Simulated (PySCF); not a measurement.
# C₃H₁₁PSi₂: electronic excitations

Wanted: the electronic excitations of C₃H₁₁PSi₂ (`C[C@@H]1[SiH2]C[Si@H]1P`), by calculation.

The runs use PySCF 2.14.0, with density-fitted response routines of our own; the level of theory stands in each step. All values are computed, except where a source is named. Atoms count from 0, in the outputs and in this text.

### 1 The molecule as given

17 atoms, charge 0, multiplicity 1; geometry from: GFN2-xTB.

Bonds of the start (Å): C0–C1 1.52, C1–Si2 1.93, Si2–C3 1.92, C3–Si4 1.92, Si4–P5 2.24, Si4–C1 1.93, C0–H6 1.09, C0–H7 1.09, C0–H8 1.09, C1–H9 1.09, Si2–H10 1.46, Si2–H11 1.46, C3–H12 1.09, C3–H13 1.09, Si4–H14 1.47, P5–H15 1.38, P5–H16 1.38.

### 2 Ultraviolet spectrum: CAM-B3LYP/def2-SVPD

What the job is given:

```
{"job": {"kind": "uv", "xc": "CAM-B3LYP", "basis": "def2-SVPD", "nstates": 8, "ntriplets": 3}, "charge": 0, "multiplicity": 1}
C     -1.864056     1.075602     0.431264
C     -0.845684     0.291571    -0.385294
Si    -0.876951    -1.620533    -0.158820
C      0.918504    -1.514954     0.504525
Si     0.983066     0.382747     0.222266
P      2.367895     0.914772    -1.462579
H     -2.877980     0.863395     0.094068
H     -1.696467     2.148401     0.342812
H     -1.797341     0.809950     1.484092
H     -0.947799     0.588807    -1.431765
H     -1.029227    -2.378242    -1.399493
H     -1.848372    -2.069016     0.839825
H      1.026967    -1.817123     1.542021
H      1.647627    -2.084077    -0.065879
H      1.181907     1.173676     1.449770
H      2.154929     2.277286    -1.352142
H      3.495985     0.969769    -0.664581
```

Method: TDDFT CAM-B3LYP/def2-SVPD, vertical, gas phase, core orbitals frozen in the response.

Command:

```bash
> OMP_NUM_THREADS=1 python probes_run.py task.json out
```

One launch serves the whole session: the jobs run in the order shown.

What will the session give for the following? lowest singlet (CAM-B3LYP/def2-SVPD); brightest single state of those computed; lowest triplet; surface potential, 1st and 99th percentile. Wanted: lowest singlet; brightest single state of those computed; lowest triplet; surface potential, 1st and 99th percentile.

**Answer**, as computed:

```
                                quantity                        value
    lowest singlet (CAM-B3LYP/def2-SVPD)  6.09 eV (204 nm), f = 0.004
brightest single state of those computed  state 8, 7.14 eV, f = 0.277
                          lowest triplet                      5.74 eV
   surface potential, 1st and 99th percentile           -0.74 V and 1.03 V
```

The first singlet state (HOMO→LUMO 0.79, HOMO−1→LUMO 0.10) lies at 6.09 eV and is weak; of the 8 states computed, the strongest absorption comes from state 8 at 7.14 eV (the last computed, so partners may be missing). The lowest triplet lies 0.34 eV below the lowest singlet (triplets in Tamm-Dancoff, singlets in full TDDFT).
